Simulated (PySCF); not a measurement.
# C3H10BN: the cost of one run

Computed with PySCF 2.14.0, with density-fitted response routines of our own, on a single molecule in the gas phase. Atoms count from 0, in the outputs and in this text.

**1. The starting structure**

15 atoms, charge 0, multiplicity 1; geometry from: GFN2-xTB. The atoms were then displaced at random by about 0.01 Å, so the start is not that level's minimum.

Bonds of the start (Å): C0–C1 1.53, C1–C2 1.54, C1–B3 1.63, B3–N4 1.35, C0–H5 1.12, C0–H6 1.09, C0–H7 1.06, C1–H8 1.12, C2–H9 1.08, C2–H10 1.10, C2–H11 1.07, B3–H12 1.18, N4–H13 0.99, N4–H14 1.01.

**2. Geometry optimisation at PBE0-D3(BJ)/def2-SVP**

The job: settings as JSON, then the geometry in Å.

```
{"job": {"xc": "PBE0", "basis": "def2-SVP", "d3": "d3bj", "grid": 1, "shake": 0.01, "kind": "geom"}, "charge": 0, "multiplicity": 1}
C     -1.436550    -0.759630     0.536510
C     -0.241820     0.181130     0.412100
C     -0.610410     1.381800    -0.484500
B      1.064400    -0.590370    -0.176420
N      2.214210    -0.611340     0.521460
H     -2.321330    -0.182900     0.915490
H     -1.709910    -1.144700    -0.440720
H     -1.233050    -1.559290     1.198650
H     -0.025500     0.582280     1.436690
H     -1.451730     1.920410    -0.066440
H      0.238730     2.072550    -0.533440
H     -0.828410     1.049420    -1.474680
H      0.954880    -1.139020    -1.213550
H      3.040830    -1.059880     0.227440
H      2.330310    -0.157830     1.421940
```

On the command line:

```
$ OMP_NUM_THREADS=1 python probes_run.py task.json out
```

One launch serves the whole session: the jobs run in the order shown.

**Question.** How long does this first job take on 1 thread of Arm Neoverse V1, shared host, and how much memory does it need?

About 28 s, with a peak of 0.51 GiB.
